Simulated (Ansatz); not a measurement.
**Cl₃GeH₃OSi: how energies converge with the basis set**

How large a basis does Cl₃GeH₃OSi need? Two functionals are run in growing sets.

Method: one geometry, several basis sets; program: Ansatz 0.2.0, Gaussian basis.

Levels to be run: PBE0-D4/def2-SVP; ωB97M-V/def2-SVP; PBE0-D4/def2-QZVPP; ωB97M-V/def2-QZVPP; the functionals' def2-TZVPP values are taken from earlier runs.

**1. The geometry**

All runs share one geometry, relaxed beforehand with PBE0-D4 in a triple-zeta def2 set.

SMILES `[SiH3][O][Ge]([Cl])([Cl])[Cl]`, 9 atoms, charge 0, spin multiplicity 1.

Atoms are counted from 1 here; the program's logs count them from 0.

Bond lengths: Si1–O2 1.654 Å, Si1–H7 1.481 Å, Si1–H8 1.484 Å, Si1–H9 1.484 Å, O2–Ge3 1.732 Å, Ge3–Cl4 2.121 Å, Ge3–Cl5 2.111 Å, Ge3–Cl6 2.121 Å. Angles: O2–Si1–H7 106.5°, O2–Si1–H8 110.0°, O2–Si1–H9 110.0°, H7–Si1–H8 110.4°, H7–Si1–H9 110.4°, H8–Si1–H9 109.4°, Si1–O2–Ge3 136.4°, O2–Ge3–Cl4 109.9°, O2–Ge3–Cl5 107.6°, O2–Ge3–Cl6 109.9°, Cl4–Ge3–Cl5 110.1°, Cl4–Ge3–Cl6 109.1°, Cl5–Ge3–Cl6 110.1°.

**2. PBE0-D4 in def2-SVP**

in.yaml

```yaml
crystal:
  periodic: [false, false, false]
  atoms:
    - {symbol: Si, position_ang: [0.190068, -1.458611, 0.726846]}
    - {symbol: O, position_ang: [0.626528, -0.215542, -0.272764]}
    - {symbol: Ge, position_ang: [-0.040865, 1.314657, -0.735497]}
    - {symbol: Cl, position_ang: [-1.946255, 1.033154, -1.622769]}
    - {symbol: Cl, position_ang: [1.282708, 2.196649, -2.122850]}
    - {symbol: Cl, position_ang: [-0.245358, 2.558920, 0.969392]}
    - {symbol: H, position_ang: [1.254145, -2.482067, 0.615923]}
    - {symbol: H, position_ang: [-1.115516, -2.020711, 0.299159]}
    - {symbol: H, position_ang: [0.083043, -0.972749, 2.125359]}
basis:
  gaussian: {orbitals: def2-SVP}
hamiltonian: {xc: pbe0, dispersion: d4}
output: {orbitals: {seedname: orbitals}}
```

Launch:

```
ansatz run in.yaml --threads 4 --pin off --events-out ev --progress --plain --max-ram 11315MiB
```

After this run come: ωB97M-V in def2-SVP; PBE0-D4 in def2-QZVPP; ωB97M-V in def2-QZVPP.

**Question.** What will the summary of the whole plan be? Wanted: PBE0-D4: double and triple zeta above quadruple; ωB97M-V: double and triple zeta above quadruple.

As calculated:

```
                                       quantity           value
PBE0-D4: double and triple zeta above quadruple  28.34, 2.72 eV
ωB97M-V: double and triple zeta above quadruple  28.08, 2.59 eV
```

**Reading.** For PBE0-D4 the step from double to triple zeta gains 25.62 eV and the next only 2.72 eV. Total energies overstate the basis error of differences, where much of it tends to cancel. The LUMO of ωB97M-V is positive and keeps falling with the basis (0.67 to 0.17 eV): an unbound level that the basis holds in place.
